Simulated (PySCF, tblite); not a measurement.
# C2H11FNSi3 radical: geometry, infrared bands and EPR parameters

Wanted: the infrared bands and EPR parameters of C2H11FNSi3 radical (`[CH2][SiH2][SiH2][C@@H](F)[SiH2]N`), by calculation.

The runs use tblite 0.8.0 and PySCF 2.14.0, with density-fitted response routines of our own; the level of theory stands in each step. All values are computed, except where a source is named. Atoms are numbered from 0 throughout.

## 1. The starting structure

18 atoms, charge 0, multiplicity 2; geometry from: force field or distance geometry start.

Bonds of the start (Å): C0–Si1 1.85, Si1–Si2 2.23, Si2–C3 1.85, C3–F4 1.39, C3–Si5 1.84, Si5–N6 1.81, C0–H7 1.11, C0–H8 1.10, Si1–H9 1.48, Si1–H10 1.47, Si2–H11 1.49, Si2–H12 1.46, C3–H13 1.11, Si5–H14 1.46, Si5–H15 1.50, N6–H16 1.05, N6–H17 1.05.

## 2. Optimising the geometry with GFN2-xTB

What the job is given:

```
{"job": {"kind": "relax", "xc": "GFN2-xTB", "basis": "xTB"}, "charge": 0, "multiplicity": 2}
C     -2.471500     1.647300    -0.405800
Si    -2.293600    -0.103500     0.177500
Si    -0.664400    -1.135200    -0.942900
C      0.830700    -1.193300     0.144000
F      1.744200    -2.155200    -0.287400
Si     1.641200     0.459400     0.106800
N      3.171900     0.350000    -0.851300
H     -3.188400     1.723300    -1.244200
H     -1.507300     2.141000    -0.598300
H     -3.552200    -0.867700    -0.001700
H     -1.934200    -0.055100     1.599000
H     -1.102300    -2.495400    -1.361000
H     -0.305600    -0.319700    -2.104500
H      0.515800    -1.472000     1.170200
H      0.777600     1.445800    -0.531800
H      1.941300     0.943600     1.495900
H      3.031400    -0.230800    -1.715600
H      3.356600     1.323700    -1.190300
```

Command:

```bash
$ OMP_NUM_THREADS=1 python probes_run.py task.json out
```

The driver reads the jobs from task.json and runs them one after another.

**Question.** This job is followed by: GFN2-xTB harmonic vibrations, gas phase; UKS B3LYP, pcH-1 on C F H N Si, non-relativistic, mean-field spin-orbit, GIAO. Predict these results of the whole session: strongest single infrared mode (GFN2-xTB); zero-point energy (GFN2-xTB); g(iso) (B3LYP); ⟨S²⟩; largest a(iso) (averaged by class); potential on the surface of density 0.002 e/bohr³, 1st and 99th percentile.

The runs gave:

```
                                                                  quantity                  value
                                 strongest single infrared mode (GFN2-xTB)  2180 cm⁻¹, 529 km/mol
                                              zero-point energy (GFN2-xTB)          72.6 kcal/mol
                                                            g(iso) (B3LYP)                2.00253
                                                                      ⟨S²⟩     0.754 (exact 0.75)
                                        largest a(iso) (averaged by class)    13C on C0, 86.3 MHz
potential on the surface of density 0.002 e/bohr³, 1st and 99th percentile     -1.11 V and 1.66 V
```

Over 211 steps the energy fell by 0.922 eV; of the close pairs, Si1–Si2 changed most, 2.230 to 2.340 Å. No mode is imaginary among the 48: a minimum at this level. The strongest single mode, at 2180 cm⁻¹, moves mainly H9. GFN2-xTB is a fitted tight-binding method: band positions and strengths are rough. Its intensities can rank the bands wrongly. Most of the unpaired spin sits on C0 (1.02 e). The isotropic g lies 0.2 ppt above the free-electron value. These values are for one conformer; the search (at its own cheap level) found 2 more, at 0.92, 1.84 kcal/mol, and measured spectra average over such forms.
